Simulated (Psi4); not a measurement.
# A workflow on SiF3 (trifluorosilyl)

Aim: a series of 9 runs (UTPSSh-D3(BJ)/def2-SVP) of F3Si. 

Program for the calculation: Psi4 1.11.

## 1. Starting point

SiF3: 4 atoms, total charge 0, spin state doublet. SMILES: `F[Si](F)F`. Geometry: relaxed at PBE0-D4/def2-TZVP.

Bond lengths: F1–Si2 1.581 Å, Si2–F3 1.581 Å, Si2–F4 1.581 Å. Angles: F1–Si2–F3 107.9°, F1–Si2–F4 107.9°, F3–Si2–F4 107.9°.

## 2. A single-point energy at UTPSSh-D3(BJ)/def2-SVP (density fitting) (run 1)

File input.in:

```
memory 1600 mb

molecule {
  0 2
  F
  Si 1 R2
  F 2 R3 1 A3
  F 2 R4 3 A4 1 D4

  R2 = 1.58113
  R3 = 1.581117
  A3 = 107.93279
  R4 = 1.581128
  A4 = 107.92824
  D4 = 116.38705
  units angstrom
  symmetry c1
}

set {
  basis     def2-SVP
  reference uks
}

energy("tpssh-d3(bj)")
print_variables()
```

The run is started by

```console
$ psi4 input.in input.out -n 1
```

input.out, shortened:

```text
[...]
  Running in c1 symmetry.
[...]
  Nuclear repulsion =  176.798443899773503
[...]
  Multiplicity = 2
[...]
  Nalpha       = 21
  Nbeta        = 20
[...]
    Number of basis functions: 60
[...]
   @DF-UKS iter   1:  -588.69924653461271   -3.04891e-01   9.80760e-03 DIIS/ADIIS
[...]
   @DF-UKS iter   8:  -588.81035319818716   -4.30111e-09   3.35234e-07 DIIS
[...]
   @S^2 Observed:                7.511037715E-01
[...]
    Orbital Energies [Eh]
    ---------------------
    Alpha Occupied:
       1A    -66.100438     2A    -24.627821     3A    -24.627727
       4A    -24.627702     5A     -5.332265     6A     -3.684226
       7A     -3.684182     8A     -3.684182     9A     -1.191731
      10A     -1.163732    11A     -1.163707    12A     -0.568123
      13A     -0.498803    14A     -0.498785    15A     -0.473336
      16A     -0.444151    17A     -0.444142    18A     -0.420335
      19A     -0.420308    20A     -0.402899    21A     -0.256395
    Alpha Virtual:
      22A      0.042886    23A      0.042937    24A      0.078730
      25A      0.192316    26A      0.368876    27A      0.387959
[...]
  @DF-UKS Final Energy:  -588.81035319818716
   => Energetics <=
    Nuclear Repulsion Energy =            176.7984438997735026
    One-Electron Energy =               -1170.6246269480079718
    Two-Electron Energy =                 452.4053911405959525
    DFT Exchange-Correlation Energy =     -47.3875761248497085
    Empirical Dispersion Energy =          -0.0019851656988844
    VV10 Nonlocal Energy =                  0.0000000000000000
    Total Energy =                       -588.8103531981871583
[...]
 Multipole Moments:
 ------------------------------------------------------------------------------------
     Multipole            Electronic (a.u.)      Nuclear  (a.u.)        Total (a.u.)
 ------------------------------------------------------------------------------------
 L = 1.  Multiply by 2.5417464519 to convert [e a0] to [Debye]
 Dipole X            :         -0.0657772            0.4251358            0.3593587
 Dipole Y            :         -0.0409332            0.2635390            0.2226058
 Dipole Z            :         -0.0296778            0.1918256            0.1621478
 Magnitude           :                                                    0.4527515
[...]
```

Run time: 9.3 s. Hardware: 1 thread of Intel Xeon 6975P-C (Granite Rapids), shared host; peak memory 0.52 GiB.

## 3. The distorted shape: the energy at UTPSSh-D3(BJ)/def2-SVP (density fitting) (run 2)

File f3si.xyz:

```xyz
4
F3Si
F      0.678101    -0.672871     1.019880
Si    -0.389499     0.047229     0.102460
F     -0.994260    -0.892250    -0.644340
F      0.385411     1.020399    -0.873460
```

File job.py:

```python
import psi4

psi4.set_memory(1600000000)
psi4.set_num_threads(1)
psi4.set_output_file('run.log', False)

with open('f3si.xyz') as f:
    atoms = ''.join(f.readlines()[2:])
m = psi4.geometry('0 2\n' + atoms + 'symmetry c1')

options = {'reference': 'uks'}
psi4.set_options(options)

psi4.set_options({'reference': 'uhf', 'stability_analysis': 'follow', 'max_attempts': 5})
psi4.energy("scf/def2-SVP")
psi4.set_options({'reference': 'uks', 'stability_analysis': 'none', 'guess': 'read', 'guess_mix': False})

E = psi4.energy("tpssh-d3bj/def2-SVP")
print(f'tpssh-d3bj/def2-SVP energy: {E:.10f} Eh')
for k, v in sorted(psi4.core.scalar_variables().items()):
    print(f'{k:45s} {v:18.10f}')
```

The run is started by

```console
$ python job.py
```

run.log, shortened:

```text
[...]
  Running in c1 symmetry.
[...]
  Nuclear repulsion =  186.897942706336295
[...]
  Multiplicity = 2
[...]
  Nalpha       = 21
  Nbeta        = 20
[...]
    Number of basis functions: 60
[...]
   @DF-UHF iter   1:  -586.89691099036190   -4.42914e-01   7.74022e-03 ADIIS/DIIS
[...]
   @DF-UKS iter   7:  -588.73083440857795   -6.81348e-09   1.61160e-07 DIIS
[...]
   @S^2 Observed:                7.509654289E-01
[...]
    Orbital Energies [Eh]
    ---------------------
    Alpha Occupied:
       1A    -66.071619     2A    -24.656535     3A    -24.612197
       4A    -24.612128     5A     -5.318237     6A     -3.673635
       7A     -3.667658     8A     -3.667612     9A     -1.274264
      10A     -1.164799    11A     -1.150122    12A     -0.588456
      13A     -0.534205    14A     -0.532973    15A     -0.509084
      16A     -0.462419    17A     -0.439914    18A     -0.424099
      19A     -0.409968    20A     -0.396425    21A     -0.238190
    Alpha Virtual:
      22A      0.063189    23A      0.063533    24A      0.100071
      25A      0.218539    26A      0.381196    27A      0.389210
[...]
  @DF-UKS Final Energy:  -588.73083440857795
   => Energetics <=
    Nuclear Repulsion Energy =            186.8979427063362948
    One-Electron Energy =               -1190.3751733459912430
    Two-Electron Energy =                 462.2652251695670316
    DFT Exchange-Correlation Energy =     -47.5168290064188668
    Empirical Dispersion Energy =          -0.0019999320711470
    VV10 Nonlocal Energy =                  0.0000000000000000
    Total Energy =                       -588.7308344085779481
[...]
 Multipole Moments:
 ------------------------------------------------------------------------------------
     Multipole            Electronic (a.u.)      Nuclear  (a.u.)        Total (a.u.)
 ------------------------------------------------------------------------------------
 L = 1.  Multiply by 2.5417464519 to convert [e a0] to [Debye]
 Dipole X            :         -0.1017192           -0.3904753           -0.4921946
 Dipole Y            :         -0.2595649            0.2165429           -0.0430220
 Dipole Z            :         -0.2163938            0.2540497            0.0376559
 Magnitude           :                                                    0.4955041
[...]
```

Standard output:

```text
tpssh-d3bj/def2-SVP energy: -588.7308344086 Eh
CURRENT ENERGY                                   -588.7308344086
CURRENT REFERENCE ENERGY                         -588.7308344086
DD SOLVATION ENERGY                                 0.0000000000
DFT FUNCTIONAL TOTAL ENERGY                      -588.7288344765
DFT TOTAL ENERGY                                 -588.7308344086
DFT VV10 ENERGY                                     0.0000000000
DFT XC ENERGY                                     -47.5168290064
DISPERSION CORRECTION ENERGY                       -0.0019999321
GRID ELECTRONS ALPHA                               20.9999668560
GRID ELECTRONS BETA                                19.9999685585
GRID ELECTRONS TOTAL                               40.9999354145
NUCLEAR REPULSION ENERGY                          186.8979427063
ONE-ELECTRON ENERGY                             -1190.3751733460
PCM POLARIZATION ENERGY                             0.0000000000
PE ENERGY                                           0.0000000000
SCF ITERATION ENERGY                             -588.7308344086
SCF ITERATIONS                                      7.0000000000
SCF TOTAL ENERGY                                 -588.7308344086
TPSSH-D3(BJ) DISPERSION CORRECTION ENERGY          -0.0019999321
TWO-ELECTRON ENERGY                               462.2652251696
XC GRID RADIAL POINTS                              75.0000000000
XC GRID SPHERICAL POINTS                          302.0000000000
XC GRID TOTAL POINTS                            87151.0000000000
```

Run time: 9.9 s. Hardware: 1 thread of Intel Xeon 6975P-C (Granite Rapids), shared host; peak memory 0.54 GiB.

Runs 3 to 7 aren't shown in full; the table further down has their settings and results.

## 4. The distorted shape: the energy at UTPSSh-D3(BJ)/def2-SVP (density fitting) (run 8)

File f3si.py:

```python
import psi4

psi4.set_memory(1600000000)
psi4.set_num_threads(1)
psi4.core.set_output_file('run.log', False)

mol = psi4.geometry("""
0 2
F      1.638682     0.819362     2.206068
Si     0.571082     1.539462     1.288648
F     -0.994260    -0.892250    -0.644340
F      1.345992     2.512632     0.312728
symmetry c1
""")

psi4.set_options(dict(basis='def2-SVP', reference='uks'))

psi4.set_options({'reference': 'uhf', 'stability_analysis': 'follow', 'max_attempts': 5})
psi4.energy('scf')
psi4.set_options({'reference': 'uks', 'stability_analysis': 'none', 'guess': 'read', 'guess_mix': False})

e, wfn = psi4.energy('tpssh-d3bj', return_wfn=True)
print(f'tpssh-d3bj energy: {e:.10f} Eh')
```

The run is started by

```console
$ python f3si.py
```

run.log, shortened:

```text
[...]
  Running in c1 symmetry.
[...]
  Nuclear repulsion =  140.485903670500250
[...]
  Multiplicity = 2
[...]
  Nalpha       = 21
  Nbeta        = 20
[...]
    Number of basis functions: 60
[...]
   @DF-UHF iter   1:  -586.56140444783568   -1.07380e+00   1.09330e-02 DIIS/ADIIS
[...]
   @DF-UKS iter  27:  -588.65136187255371   -5.89353e-09   3.20238e-07 DIIS
[...]
   @S^2 Observed:                7.559893911E-01
[...]
    Orbital Energies [Eh]
    ---------------------
    Alpha Occupied:
       1A    -66.082454     2A    -24.640331     3A    -24.640262
       4A    -24.628874     5A     -5.316775     6A     -3.669930
       7A     -3.668445     8A     -3.664561     9A     -1.193011
      10A     -1.174003    11A     -1.104757    12A     -0.562091
      13A     -0.500803    14A     -0.468455    15A     -0.467905
      16A     -0.455776    17A     -0.438871    18A     -0.425834
      19A     -0.372346    20A     -0.371865    21A     -0.291884
    Alpha Virtual:
      22A     -0.102544    23A      0.020045    24A      0.030835
      25A      0.180310    26A      0.358905    27A      0.390938
[...]
  @DF-UKS Final Energy:  -588.65136187255371
   => Energetics <=
    Nuclear Repulsion Energy =            140.4859036705002495
    One-Electron Energy =               -1098.3971952010824680
    Two-Electron Energy =                 416.4884455331441018
    DFT Exchange-Correlation Energy =     -47.2267897913610852
    Empirical Dispersion Energy =          -0.0017260837544686
    VV10 Nonlocal Energy =                  0.0000000000000000
    Total Energy =                       -588.6513618725535935
[...]
 Multipole Moments:
 ------------------------------------------------------------------------------------
     Multipole            Electronic (a.u.)      Nuclear  (a.u.)        Total (a.u.)
 ------------------------------------------------------------------------------------
 L = 1.  Multiply by 2.5417464519 to convert [e a0] to [Debye]
 Dipole X            :          0.2356080           -0.0874388            0.1481692
 Dipole Y            :         -0.1793365            0.6873009            0.5079643
 Dipole Z            :         -0.1968382            0.6282590            0.4314208
 Magnitude           :                                                    0.6827194
[...]
```

The script printed:

```text
tpssh-d3bj energy: -588.6513618726 Eh
```

Wall time 20 s (1 thread of Intel Xeon 6975P-C (Granite Rapids), shared host); peak memory 0.48 GiB.

## 5. The distorted shape: the energy at UTPSSh-D3(BJ)/def2-SVP (density fitting) (run 9)

File calc.py:

```python
import psi4

psi4.set_memory(1600000000)
psi4.set_num_threads(1)
psi4.core.set_output_file('psi4.out', False)

geom = psi4.geometry("""
0 2
F      2.207848     1.703545     2.908912
Si     1.140248     2.423645     1.991492
F     -0.994260    -0.892250    -0.644340
F      1.915158     3.396815     1.015572
symmetry c1
""")

options = {'reference': 'uks'}
psi4.set_options(options)

psi4.set_options({'reference': 'uhf', 'stability_analysis': 'follow', 'max_attempts': 5})
psi4.energy("scf/def2-SVP")
psi4.set_options({'reference': 'uks', 'stability_analysis': 'none', 'guess': 'read', 'guess_mix': False})

e, wfn = psi4.energy("tpssh-d3bj/def2-SVP", molecule=geom, return_wfn=True)
print(f'tpssh-d3bj/def2-SVP energy: {e:.10f} Eh')
```

The run is started by

```console
$ python calc.py
```

psi4.out, shortened:

```text
[...]
  Running in c1 symmetry.
[...]
  Nuclear repulsion =  130.913557228926038
[...]
  Multiplicity = 2
[...]
  Nalpha       = 21
  Nbeta        = 20
[...]
    Number of basis functions: 60
[...]
   @DF-UHF iter   1:  -586.49974710215247   -1.01685e+00   1.10385e-02 ADIIS/DIIS
[...]
   @DF-UKS iter  59:  -588.64440536774339   -1.52274e-08   3.46591e-07 DIIS
[...]
   @S^2 Observed:                7.511946295E-01
[...]
    Orbital Energies [Eh]
    ---------------------
    Alpha Occupied:
       1A    -66.060188     2A    -24.668352     3A    -24.626505
       4A    -24.626436     5A     -5.295579     6A     -3.648613
       7A     -3.647378     8A     -3.642903     9A     -1.179674
      10A     -1.160727    11A     -1.141938    12A     -0.548503
      13A     -0.497123    14A     -0.487398    15A     -0.455502
      16A     -0.455237    17A     -0.426656    18A     -0.413557
      19A     -0.405306    20A     -0.405189    21A     -0.275213
    Alpha Virtual:
      22A     -0.091535    23A      0.032350    24A      0.042156
      25A      0.187010    26A      0.367935    27A      0.404156
[...]
  @DF-UKS Final Energy:  -588.64440536774339
   => Energetics <=
    Nuclear Repulsion Energy =            130.9135572289260381
    One-Electron Energy =               -1079.4247989992754810
    Two-Electron Energy =                 407.0979130734988303
    DFT Exchange-Correlation Energy =     -47.2297307860269555
    Empirical Dispersion Energy =          -0.0013458848658266
    VV10 Nonlocal Energy =                  0.0000000000000000
    Total Energy =                       -588.6444053677433885
[...]
 Multipole Moments:
 ------------------------------------------------------------------------------------
     Multipole            Electronic (a.u.)      Nuclear  (a.u.)        Total (a.u.)
 ------------------------------------------------------------------------------------
 L = 1.  Multiply by 2.5417464519 to convert [e a0] to [Debye]
 Dipole X            :         -0.1129711            0.0921172           -0.0208539
 Dipole Y            :         -0.7788145            0.9662360            0.1874215
 Dipole Z            :         -0.6789381            0.8499867            0.1710486
 Magnitude           :                                                    0.2545964
[...]
```

On the terminal:

```text
tpssh-d3bj/def2-SVP energy: -588.6444053677 Eh
```

Run time: 36 s. Hardware: 1 thread of Intel Xeon 6975P-C (Granite Rapids), shared host; peak memory 0.46 GiB.

## 6. The series

| run | start | level shift | partner | energy (Eh) | dipole moment (D) | HOMO energy (eV) | LUMO energy (eV) | wall time |
| --- | --- | --- | --- | --- | --- | --- | --- | --- |
| 1 | – | – | base | -588.810353 | 1.15 | -6.98 | -3.92 | 9.3 s |
| 2 | stable UHF solution | – | Si2–F3 1.34 Å | -588.730834 | 1.26 | -6.48 | -3.43 | 9.9 s |
| 3 | stable UHF solution | – | Si2–F3 1.82 Å | -588.793254 | 1.78 | -7.44 | -4.43 | 9.9 s |
| 4 | stable UHF solution | – | Si2–F3 2.06 Å | -588.753238 | 2.56 | -7.80 | -4.90 | 10 s |
| 5 | stable UHF solution | – | Si2–F3 2.37 Å | not converged | – | – | – | 3.9 s |
| 6 | stable UHF solution | 0.3 | Si2–F3 2.37 Å | -588.705298 | 3.10 | -8.20 | – | 19 s |
| 7 | stable UHF solution | – | Si2–F3 2.85 Å | -588.668057 | 2.66 | -8.17 | -5.89 | 14 s |
| 8 | stable UHF solution | – | Si2–F3 3.48 Å | -588.651362 | 1.74 | -7.76 | -6.41 | 20 s |
| 9 | stable UHF solution | – | Si2–F3 4.74 Å | -588.644405 | 0.65 | -7.42 | -6.90 | 36 s |

## 7. What came out

```
                                                          quantity          value
                              distorted shape, run 9: total energy  -588.64441 Eh
                             distorted shape, run 9: dipole moment         0.65 D
        distorted shape, run 9: HOMO energy (highest over α and β)       -7.42 eV
         distorted shape, run 9: LUMO energy (lowest over α and β)       -6.90 eV
                         distorted shape, run 9: dispersion energy   -3.53 kJ/mol
                                      distorted shape, run 9: ⟨S²⟩          0.751
energy change with the Si2–F3 bond shortened from 1.581 to 1.344 Å       2.164 eV
energy change with the Si2–F3 bond stretched from 1.581 to 2.372 Å       2.859 eV
energy change with the Si2–F3 bond stretched from 1.581 to 1.818 Å       0.465 eV
energy change with the Si2–F3 bond stretched from 1.581 to 4.743 Å       4.516 eV
energy change with the Si2–F3 bond stretched from 1.581 to 2.056 Å       1.554 eV
energy change with the Si2–F3 bond stretched from 1.581 to 2.846 Å       3.872 eV
energy change with the Si2–F3 bond stretched from 1.581 to 3.478 Å       4.326 eV
```

With the Si2–F3 bond shortened from 1.581 to 1.344 Å the energy rises by 2.16 eV (50 kcal/mol). The first shape isn't relaxed at this level, so the change isn't measured from a minimum. With the Si2–F3 bond stretched from 1.581 to 2.372 Å the energy rises by 2.86 eV (66 kcal/mol). With the Si2–F3 bond stretched from 1.581 to 1.818 Å the energy rises by 0.47 eV (44.9 kJ/mol). With the Si2–F3 bond stretched from 1.581 to 4.743 Å the energy rises by 4.52 eV (104 kcal/mol). With the Si2–F3 bond stretched from 1.581 to 2.056 Å the energy rises by 1.55 eV (150 kJ/mol). With the Si2–F3 bond stretched from 1.581 to 2.846 Å the energy rises by 3.87 eV (89 kcal/mol). The lowest energy is that of run 1; the highest lies 4.516 eV above it. All runs together took 2.2 min, the longest 36 s. 1 of the 9 runs did not end normally.
